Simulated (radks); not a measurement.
# Fractional charge and spin in the 5d shell of platinum

One table from this session's results is given with a row withheld; the runs are named, their logs left out.

Program: radks (a radial shooting solver on a logarithmic mesh, Libxc functionals) version 1. Level of theory: scalar-relativistic Kohn-Sham, LDA (Slater exchange, Perdew-Wang correlation), spin-polarised, spherical densities, finite nucleus. These are calculated values, not measurements, unless marked.

### The atom as given

```
element            : platinum (Z = 78)
configuration      : [Xe] 4f14 5d(up 5, down 5)
nuclear rms radius : 5.427 fm
```

A shell typed twice in an input gives spin up, then spin down.

The first run:

Input:

```text
Z 78
configuration [Xe] 4f14 5d5 5d5
relativity scalar-relativistic
functional lda,pw
spin polarised
nucleus finite rms 5.427 fm
c 137.035999084
```

Among the steps run: 5d: up 5, down 5.

One table of the session follows, with a row left open; its other results are not shown here.

It belongs to the step «5d: up 5, down 5». Radial moments (bohr):

| level | <r> | outermost maximum (interpolated) | 90 % within | nodes |
| --- | --- | --- | --- | --- |
| 3d | 0.1705 | 0.140 | 0.264 | 0 |
| 4s | ? | ? | ? | ? |
| 4p | 0.4422 | 0.410 | 0.642 | 2 |
| 4d | 0.4685 | 0.418 | 0.700 | 1 |
| 5s | 0.9526 | 0.868 | 1.36 | 4 |
| 4f | 0.5163 | 0.384 | 0.834 | 0 |
| 5p | 1.107 | 0.977 | 1.61 | 3 |
| 5d | 1.772 | 1.28 | 2.88 | 2 |

**Question.** Estimate the row for 4s.

**Answer.** <r>: 0.4154; outermost maximum (interpolated): 0.390; 90 % within: 0.596; nodes: 3. In the column «<r>» it lies between 3d (0.1705) and 4p (0.4422).
